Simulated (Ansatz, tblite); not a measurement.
# (F)2Al-S-SiH3 (AlF₂H₃SSi): one state, many levels

One table from this session's results is given with a row withheld; the runs are named, their logs left out.

Method: as each input shows; program: Ansatz 0.2.0, Gaussian basis.

Plan: GFN1-xTB, GFN2-xTB, PBE-D4/def2-TZVP, r2SCAN-D4/def2-TZVP, CAM-B3LYP-D4/def2-TZVP, r2SCAN0-D4/def2-TZVP, B2PLYP/def2-TZVP, B3LYP-D4/def2-TZVP, revPBE-D4/def2-TZVP, HF/def2-TZVP, HSE06-D4/def2-TZVP, PBE-D4/def2-SVP, PBE0-D4/def2-SVP, HF/6-31G, B3LYP-D4/6-31G, PBE0-D4/def2-TZVPD, PBE-D4/def2-TZVPD, r2SCAN-D4/def2-TZVPD, CCSD(T)/def2-TZVPP, MP2/def2-TZVP, RPA/def2-TZVP.

## The geometry

The singlet was relaxed beforehand with r2SCAN-D4/def2-SVP.

8 atoms, charge 0, spin multiplicity 1.

Bond lengths: Al1–F2 1.658 Å, Al1–F3 1.650 Å, Al1–S4 2.151 Å, S4–Si5 2.173 Å, Si5–H6 1.489 Å, Si5–H7 1.488 Å, Si5–H8 1.489 Å. Angles: F2–Al1–F3 119.4°, F2–Al1–S4 118.1°, F3–Al1–S4 122.6°, Al1–S4–Si5 97.2°, S4–Si5–H6 111.0°, S4–Si5–H7 105.0°, S4–Si5–H8 111.1°, H6–Si5–H7 109.9°, H6–Si5–H8 109.8°, H7–Si5–H8 109.9°.

As a file:

```mol
AlF2H3SSi
  3D, bonds by distance, orders not assigned

  8  7  0  0  0  0  0  0  0  0999 V2000
   -0.0712   -0.4322   -1.7656 Al  0  0
   -1.3705   -1.1802   -1.0585 F   0  0
    0.1812   -0.6088   -3.3868 F   0  0
    1.2268    0.7401   -0.5128 S   0  0
    0.1684    0.4110    1.3562 Si  0  0
   -1.2200    0.9443    1.2851 H   0  0
    0.9485    1.1621    2.3770 H   0  0
    0.1368   -1.0362    1.7054 H   0  0
  1  2  8  0
  1  3  8  0
  1  4  8  0
  4  5  8  0
  5  6  8  0
  5  7  8  0
  5  8  8  0
M  END
```

PBE0-D4/def2-TZVP was run before; its log isn't repeated, and its numbers join the tables.

Set-up of the first run:

Tight binding, by tblite at 300 K electronic temperature and without a spin-polarisation term:

```python
tblite.interface.Calculator('GFN1-xTB', numbers, positions, charge=0, uhf=0).singlepoint()
```

Tight binding, by tblite at 300 K electronic temperature and without a spin-polarisation term:

```python
tblite.interface.Calculator('GFN2-xTB', numbers, positions, charge=0, uhf=0).singlepoint()
```

start.molden holds the orbitals of an earlier run on this state, given as this run's starting guess.

File in.yaml:

```yaml
crystal:
  periodic: [false, false, false]
  atoms:
    - {symbol: Al, position_ang: [-0.071159, -0.432186, -1.765609]}
    - {symbol: F, position_ang: [-1.370455, -1.180241, -1.058543]}
    - {symbol: F, position_ang: [0.181187, -0.608826, -3.386820]}
    - {symbol: S, position_ang: [1.226766, 0.740055, -0.512765]}
    - {symbol: Si, position_ang: [0.168380, 0.410952, 1.356232]}
    - {symbol: H, position_ang: [-1.220016, 0.944340, 1.285089]}
    - {symbol: H, position_ang: [0.948524, 1.162076, 2.377049]}
    - {symbol: H, position_ang: [0.136772, -1.036180, 1.705377]}
basis:
  gaussian: {orbitals: def2-TZVP, initial_orbitals: start.molden}
hamiltonian: {xc: pbe, dispersion: d4}
scf: {omitted_lower_state_checks: [starts]}
output: {forces: true, orbitals: {seedname: orbitals}}
```

The run is started by

```
$ ansatz run in.yaml --threads 4 --pin off --events-out ev --progress --plain --max-ram 3916MiB
```

Among the steps run: PBE-D4/def2-TZVP; r2SCAN-D4/def2-TZVP; CAM-B3LYP-D4/def2-TZVP; r2SCAN0-D4/def2-TZVP; B2PLYP/def2-TZVP; B3LYP-D4/def2-TZVP; revPBE-D4/def2-TZVP; HF/def2-TZVP; HSE06-D4/def2-TZVP; PBE-D4/def2-SVP; PBE0-D4/def2-SVP; HF/6-31G; B3LYP-D4/6-31G; PBE0-D4/def2-TZVPD; PBE-D4/def2-TZVPD; r2SCAN-D4/def2-TZVPD; CCSD(T)/def2-TZVPP; MP2/def2-TZVP; RPA/def2-TZVP.

One table of the session follows, with a row left open; its other results are not shown here.

It belongs to the step «Levels side by side». 

| level | HOMO (eV) | gap (eV) |
| --- | --- | --- |
| HF/6-31G | -11.13 | 12.53 |
| HF/def2-TZVP | -10.90 | 12.64 |
| PBE-D4/def2-SVP | -6.84 | 4.90 |
| PBE-D4/def2-TZVP | -6.98 | 4.87 |
| PBE-D4/def2-TZVPD | -7.01 | 4.76 |
| revPBE-D4/def2-TZVP | -6.93 | 4.98 |
| r2SCAN-D4/def2-TZVP | -7.27 | 5.61 |
| r2SCAN-D4/def2-TZVPD | ? | ? |
| B3LYP-D4/6-31G | -7.97 | 6.13 |
| B3LYP-D4/def2-TZVP | -7.92 | 6.38 |
| PBE0-D4/def2-SVP | -8.11 | 6.99 |
| PBE0-D4/def2-TZVP | -8.18 | 6.93 |
| PBE0-D4/def2-TZVPD | -8.20 | 6.76 |
| r2SCAN0-D4/def2-TZVP | -8.37 | 7.38 |
| HSE06-D4/def2-TZVP | -7.78 | 6.16 |
| CAM-B3LYP-D4/def2-TZVP | -9.46 | 9.10 |

Q: Estimate the row for r2SCAN-D4/def2-TZVPD from the others.

The run gave: HOMO (eV): -7.29; gap (eV): 5.51. In the column «HOMO (eV)» it lies between HSE06-D4/def2-TZVP (-7.78) and r2SCAN-D4/def2-TZVP (-7.27).
